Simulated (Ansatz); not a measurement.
# C2H8FNSi: a ladder of functionals and wavefunction methods

One table from this session's results is given with a row withheld; the runs are named, their logs left out.

Program: Ansatz 0.2.0, Gaussian basis. Level of theory: functionals in def2-TZVPP, the program's frozen cores in correlated methods. These are calculated values, not measurements.

The runs, in order: PBE-D4, r2SCAN-D4, PBE0-D4, B3LYP-D4, ωB97X-V, ωB97M-V, B2PLYP; CCSD(T)/def2-TZVPP; MP2/def2-QZVPP; extrapolation to the limit.

## The relaxed structure

All runs share one geometry, relaxed beforehand with PBE0-D4 in a triple-zeta def2 set.

SMILES `C[SiH2]C(N)F`, 13 atoms, charge 0, spin multiplicity 1.

Atoms are counted from 1 here; the program's logs count them from 0.

Bond lengths: C1–Si2 1.869 Å, C1–H6 1.092 Å, C1–H7 1.093 Å, C1–H8 1.092 Å, Si2–C3 1.907 Å, Si2–H9 1.488 Å, Si2–H10 1.486 Å, C3–N4 1.405 Å, C3–F5 1.428 Å, C3–H11 1.094 Å, N4–H12 1.010 Å, N4–H13 1.011 Å. Angles: Si2–C1–H6 110.5°, Si2–C1–H7 111.4°, Si2–C1–H8 110.6°, H6–C1–H7 107.5°, H6–C1–H8 108.0°, H7–C1–H8 108.7°, C1–Si2–C3 109.7°, C1–Si2–H9 111.0°, C1–Si2–H10 110.9°, C3–Si2–H9 108.3°, C3–Si2–H10 108.0°, H9–Si2–H10 108.8°, Si2–C3–N4 112.4°, Si2–C3–F5 107.0°, Si2–C3–H11 111.1°, N4–C3–F5 112.4°, N4–C3–H11 108.9°, F5–C3–H11 104.8° and more.

As a file:

```mol
C2H8FNSi
  3D, bonds by distance, orders not assigned

 13 12  0  0  0  0  0  0  0  0999 V2000
   -0.9828    0.8699    1.2157 C   0  0
    0.3097    1.0514   -0.1222 Si  0  0
    0.8858   -0.6723   -0.6990 C   0  0
   -0.1897   -1.5065   -1.0476 N   0  0
    1.6825   -1.2201    0.3523 F   0  0
   -1.2703    1.8488    1.6059 H   0  0
   -1.8870    0.3893    0.8342 H   0  0
   -0.5947    0.2760    2.0464 H   0  0
   -0.2383    1.7780   -1.2994 H   0  0
    1.4979    1.7869    0.3841 H   0  0
    1.5657   -0.5949   -1.5530 H   0  0
   -0.8567   -1.6329   -0.2995 H   0  0
    0.0982   -2.4085   -1.4031 H   0  0
  1  2  8  0
  2  3  8  0
  3  4  8  0
  3  5  8  0
  1  6  8  0
  1  7  8  0
  1  8  8  0
  2  9  8  0
  2 10  8  0
  3 11  8  0
  4 12  8  0
  4 13  8  0
M  END
```

Set-up of the first run:

The input, in.yaml:

```yaml
crystal:
  periodic: [false, false, false]
  atoms:
    - {symbol: C, position_ang: [-0.982837, 0.869913, 1.215718]}
    - {symbol: Si, position_ang: [0.309690, 1.051430, -0.122216]}
    - {symbol: C, position_ang: [0.885759, -0.672250, -0.698958]}
    - {symbol: N, position_ang: [-0.189675, -1.506484, -1.047608]}
    - {symbol: F, position_ang: [1.682472, -1.220126, 0.352256]}
    - {symbol: H, position_ang: [-1.270278, 1.848820, 1.605859]}
    - {symbol: H, position_ang: [-1.886951, 0.389252, 0.834162]}
    - {symbol: H, position_ang: [-0.594728, 0.276002, 2.046376]}
    - {symbol: H, position_ang: [-0.238331, 1.777976, -1.299425]}
    - {symbol: H, position_ang: [1.497893, 1.786898, 0.384112]}
    - {symbol: H, position_ang: [1.565739, -0.594857, -1.552996]}
    - {symbol: H, position_ang: [-0.856657, -1.632873, -0.299462]}
    - {symbol: H, position_ang: [0.098206, -2.408501, -1.403117]}
basis:
  gaussian: {orbitals: def2-TZVPP}
hamiltonian: {xc: pbe, dispersion: d4}
output: {forces: true, orbitals: {seedname: orbitals}}
```

The run is started by

```
$ ansatz run in.yaml --threads 4 --pin off --events-out ev --progress --plain --max-ram 10444MiB
```

Among the steps run: PBE-D4 (GGA); r2SCAN-D4 (meta-GGA); PBE0-D4 (hybrid); B3LYP-D4 (hybrid); ωB97X-V (range-separated); ωB97M-V (range-separated); B2PLYP (double hybrid); CCSD(T) in def2-TZVPP; MP2 in def2-QZVPP.

One of the session's tables, all rows but one given; the rest of the session is left out.

It belongs to the step «Atomisation energies». 

| method | atomisation energy (eV) |
| --- | --- |
| PBE-D4 | 48.900 |
| r2SCAN-D4 | 48.062 |
| PBE0-D4 | 48.072 |
| B3LYP-D4 | 48.177 |
| ωB97X-V | 48.326 |
| ωB97M-V | 48.276 |
| B2PLYP | 47.564 |
| HF/def2-TZVPP | ? |
| MP2/def2-TZVPP | 47.250 |
| CCSD/def2-TZVPP | 46.159 |
| CCSD(T)/def2-TZVPP | 46.792 |
| MP2/CBS | 48.534 |
| CCSD(T)/CBS | 48.077 |

Q: Estimate the row for HF/def2-TZVPP from the others.

As computed: atomisation energy (eV): 34.755. In the column «atomisation energy (eV)» it is the lowest.

To keep in mind: Free atoms (2 C, 1 Si, 1 N, 1 F, 8 H) were run apart at each level; the atomisation energy is their sum less the molecule, without zero-point or spin-orbit terms.
